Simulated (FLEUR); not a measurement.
# Ta3Cu (I4/mmm) in FLEUR: single point with PBEsol

Aim: the single point of Ta3Cu with PBEsol.

All numbers are computed with FLEUR MaX-R8.1 (later development tree); they aren't measurements. Logs are shortened: lines on timing, memory, paths and dates and some standing lists are left out, and cuts for length are marked.

**1. The crystal as given**

The structure is tetragonal, space group I4/mmm (No. 139). Conventional cell: a = 4.013 Å, b = 4.013 Å, c = 8.416 Å, α = 90.00°, β = 90.00°, γ = 90.00°. Ta (site symmetry 4/mmm) is surrounded by 4 Cu at 2.84 Å and 8 Ta at 2.91 Å. Around Ta (site symmetry -4m2) lie 8 Ta at 2.84 to 2.91 Å and 4 Cu at 2.91 Å. Around Cu (site symmetry 4/mmm) lie 12 Ta at 2.84 to 2.91 Å.

The cell comes from a database or a generator and needn't be the stable form of this composition.

**2. Single point, PBEsol**

inp.xml reads:

```xml
<?xml version="1.0" encoding="UTF-8" standalone="no"?>
<fleurInput fleurInputVersion="0.39">
   <comment>
      Ta3Cu                                                                                               
   </comment>
   <calculationSetup>
      <cutoffs Kmax="4.56" Gmax="14.1" GmaxXC="14.1" numbands="0"/>
      <scfLoop itmax="60" minDistance="0.00001" maxIterBroyd="15" imix="Anderson" alpha="0.05" precondParam="0.0" spinf="2.0" sdNocoIR="T"/>
      <coreElectrons ctail="T" frcor="F" kcrel="0" coretail_lmax="0"/>
      <xcFunctional name="PBEs" relativisticCorrections="F"/>
      <magnetism jspins="1"/>
      <soc l_soc="F" theta="0.0" phi="0.0" spav="F"/>
      <expertModes spex="0" secvar="F"/>
      <geometryOptimization l_f="T" forcealpha="1.0" forcemix="BFGS" epsdisp="0.0005" epsforce="0.0002"/>
      <ldaU l_linMix="F" mixParam="0.05" spinf="1.0"/>
   </calculationSetup>
   <cell>
      <bzIntegration valenceElectrons="100.0" mode="hist" fermiSmearingEnergy="0.00183747">
         <kPointListSelection listName="default-1"/>
         <!-- k-points included here -->
         <xi:include xmlns:xi="http://www.w3.org/2001/XInclude" href="kpts.xml"> </xi:include>
      </bzIntegration>
      <!-- symmetry operations included here -->
      <xi:include xmlns:xi="http://www.w3.org/2001/XInclude" href="sym.xml"> </xi:include>
      <bulkLattice scale="1.0">
         <bravaisMatrix>
            <row-1>   -3.7917486970927721     3.7917486970927721     7.9522887857579816</row-1>
            <row-2>    3.7917486970927721    -3.7917486970927721     7.9522887857579816</row-2>
            <row-3>    3.7917486970927721     3.7917486970927721    -7.9522887857579816</row-3>
         </bravaisMatrix>
      </bulkLattice>
   </cell>
[... 15 lines left out ...]
      </species>
      <species name="Copper (Cu)" element="Cu" atomicNumber="29">
         <mtSphere radius="2.15" gridPoints="735" logIncrement="0.017"/>
         <atomicCutoffs lmax="9" lnonsphr="9"/>
         <electronConfig flipSpins="F">
            <coreConfig>(1s1/2) (2s1/2) (2p1/2) (2p3/2)</coreConfig>
            <valenceConfig>(3s1/2) (3p1/2) (3p3/2) (4s1/2) (3d3/2) (3d5/2)</valenceConfig>
            <stateOccupation state="(4s1/2)" spinUp="0.500000" spinDown="0.500000"/>
         </electronConfig>
         <energyParameters s="4" p="4" d="3" f="4"/>
         <lo type="SCLO" l="0" n="3" eDeriv="0"/>
         <lo type="SCLO" l="1" n="3" eDeriv="0"/>
         <lo type="SCLO" l="1" n="3" eDeriv="1"/>
         <lo type="SCLO" l="2" n="3" eDeriv="2"/>
         <lo type="SCLO" l="3" n="4" eDeriv="2"/>
      </species>
   </atomSpecies>
   <atomGroups>
      <atomGroup species="Tantalum (Ta)">
         <relPos label="                   1">1.000/2.000 1.000/2.000 .0000000000</relPos>
         <force calculate="T" relaxXYZ="TTT"/>
      </atomGroup>
      <atomGroup species="Tantalum (Ta)">
         <relPos label="                   2">1.000/4.000 -1.000/4.000 1.000/2.000</relPos>
         <relPos label="                   3">-1.000/4.000 1.000/4.000 1.000/2.000</relPos>
         <force calculate="T" relaxXYZ="TTT"/>
      </atomGroup>
      <atomGroup species="Copper (Cu)">
         <relPos label="                   4">.0000000000 .0000000000 .0000000000</relPos>
         <force calculate="T" relaxXYZ="TTT"/>
      </atomGroup>
   </atomGroups>
   <output dos="F" band="F" slice="F">
      <checks vchk="F" cdinf="F"/>
      <bandDOS minEnergy="-.5*Htr" maxEnergy="0.5*Htr" sigma="0.015" storeEVData="T"/>
      <vacuumDOS vacdos="F" integ="F" star="F" nstars="0" locx1="0.0" locy1="0.0" locx2="0.0" locy2="0.0" nstm="0" tworkf="0.0"/>
      <unfoldingBand unfoldBand="F" supercellX="1" supercellY="1" supercellZ="1"/>
      <plotting iplot="0" polar="F">
         <plot TwoD="T" vec1="  1.0  0.0  0.0" vec2="  0.0  1.0  0.0" vec3="  0.0  0.0  1.0" zero="  0.0  0.0  0.0" file="plot"/>
      </plotting>
      <chargeDensitySlicing numkpt="0" minEigenval="0.0" maxEigenval="0.0" nnne="0" pallst="F"/>
      <specialOutput eonly="F"/>
      <moessbauerParams electricFieldGradient="T" isomerShift="T" coreHyperfine="T" valenceHyperfine="T"/>
      <magneticCircularDichroism mcd="F" energyLo="-10.0" energyUp="0.0"/>
   </output>
  <!-- We include the file relax.xml here to enable relaxations (see documentation) -->
  <xi:include xmlns:xi="http://www.w3.org/2001/XInclude" href="relax.xml"> <xi:fallback/> </xi:include>
</fleurInput>
```

crystal.txt reads:

```
Ta3Cu
&input cartesian=F /
-2.0065070000  2.0065070000  4.2081700000
2.0065070000  -2.0065070000  4.2081700000
2.0065070000  2.0065070000  -4.2081700000
1.8897261246
1.0 1.0 1.0

4
73 0.5000000000  0.5000000000  0.0000000000
73 0.2500000000  0.7500000000  0.5000000000
73 0.7500000000  0.2500000000  0.5000000000
29 0.0000000000  0.0000000000  0.0000000000

&kpt div1=9 div2=9 div3=9 gamma=T /
```

Potentials or basis: all-electron, FLAPW.

Launch:

```console
> inpgen -f crystal.txt -profile fastHighL
> # inp.xml edited to the form shown
> fleur_MPI
```

Log:

```text
Welcome to FLEUR        (www.flapw.de)
      MaX-Release 8.1          (www.max-centre.eu)

 ========== k-point set info ==========
 Selected k-point list: default-1
 k-point list type: mesh
 9 x 9 x 9
 Number of k points: 75

 ------------Calculation Setup---------------------------
 Number of MPI-tasks      :            1
 Number of PE/node        :            1
 Number of OMP-threads    :            1
 Most efficient MPI parallelization for:
           1           3           5          15          25          75
 Additional eigenvalue parallelization possible
 Number of basis functions:          896
 Approximate size of matrices (H+S) per k-point:         0.012 GB
 --------------------------------------------------------
 Iteration:     1   Distance:      69.76019632 me/bohr^3
 Iteration:     2   Distance:      11.02308201 me/bohr^3
 Iteration:     3   Distance:      10.05408150 me/bohr^3
 Iteration:     4   Distance:       6.01582301 me/bohr^3
 Iteration:     5   Distance:       5.44910140 me/bohr^3
 Iteration:     6   Distance:       4.07854541 me/bohr^3
 Iteration:     7   Distance:       1.84515217 me/bohr^3
 Iteration:     8   Distance:       1.26025469 me/bohr^3
 Iteration:     9   Distance:       0.49639047 me/bohr^3
 Iteration:    10   Distance:       0.48085425 me/bohr^3
 Iteration:    11   Distance:       0.25218006 me/bohr^3
 Iteration:    12   Distance:       0.08362023 me/bohr^3
 Iteration:    13   Distance:       0.01482400 me/bohr^3
 Iteration:    14   Distance:       0.02902234 me/bohr^3
 Iteration:    15   Distance:       0.00557993 me/bohr^3
 Iteration:    16   Distance:       0.00325554 me/bohr^3
 Iteration:    17   Distance:       0.00163163 me/bohr^3
 Iteration:    18   Distance:       0.00060286 me/bohr^3
 Iteration:    19   Distance:       0.00033960 me/bohr^3
 Iteration:    20   Distance:       0.00016061 me/bohr^3
 Iteration:    21   Distance:       0.00038525 me/bohr^3
 Iteration:    22   Distance:       0.00003413 me/bohr^3
 Iteration:    23   Distance:       0.00000593 me/bohr^3

 ********************************************************************
 Run finished successfully
 Stop message:
   Structural relaxation: Done
 ********************************************************************
```

Run time: 17 min. Hardware: 1 thread of Arm Neoverse V2, shared host; peak memory 0.13 GiB.

What came out:

```yaml
Free_energy: -1320244.9173 eV
Band_gap_on_the_k_mesh: none (metal or under the smearing width)
Valence_electrons_inside_the_program's_atomic_spheres: Ta 24.53, 24.55; Cu 17.70 (radii Ta 2.41, Cu 2.15 bohr)
```

Core levels (eV from the Fermi level):
```
atom                                                                                                                                                                                                          levels
1 Ta  1s1/2 -67249.7, 2s1/2 -11542.7, 2p1/2 -11031.0, 2p3/2 -9761.4, 3s1/2 -2639.9, 3p1/2 -2412.6, 3p3/2 -2139.3, 4s1/2 -533.7, 3d3/2 -1755.7, 3d5/2 -1696.2, 4p1/2 -440.1, 4p3/2 -377.1, 4d3/2 -223.3, 4d5/2 -211.7
2 Ta  1s1/2 -67249.7, 2s1/2 -11542.6, 2p1/2 -11031.0, 2p3/2 -9761.4, 3s1/2 -2639.9, 3p1/2 -2412.6, 3p3/2 -2139.3, 4s1/2 -533.7, 3d3/2 -1755.7, 3d5/2 -1696.1, 4p1/2 -440.1, 4p3/2 -377.1, 4d3/2 -223.3, 4d5/2 -211.7
3 Ta  1s1/2 -67249.7, 2s1/2 -11542.6, 2p1/2 -11031.0, 2p3/2 -9761.4, 3s1/2 -2639.9, 3p1/2 -2412.6, 3p3/2 -2139.3, 4s1/2 -533.7, 3d3/2 -1755.7, 3d5/2 -1696.1, 4p1/2 -440.1, 4p3/2 -377.1, 4d3/2 -223.3, 4d5/2 -211.7
4 Cu                                                                                                                                                        1s1/2 -8839.1, 2s1/2 -1059.9, 2p1/2 -928.6, 2p3/2 -908.1
```

Spin-orbit coupling is left out, which matters for the levels of Ta.
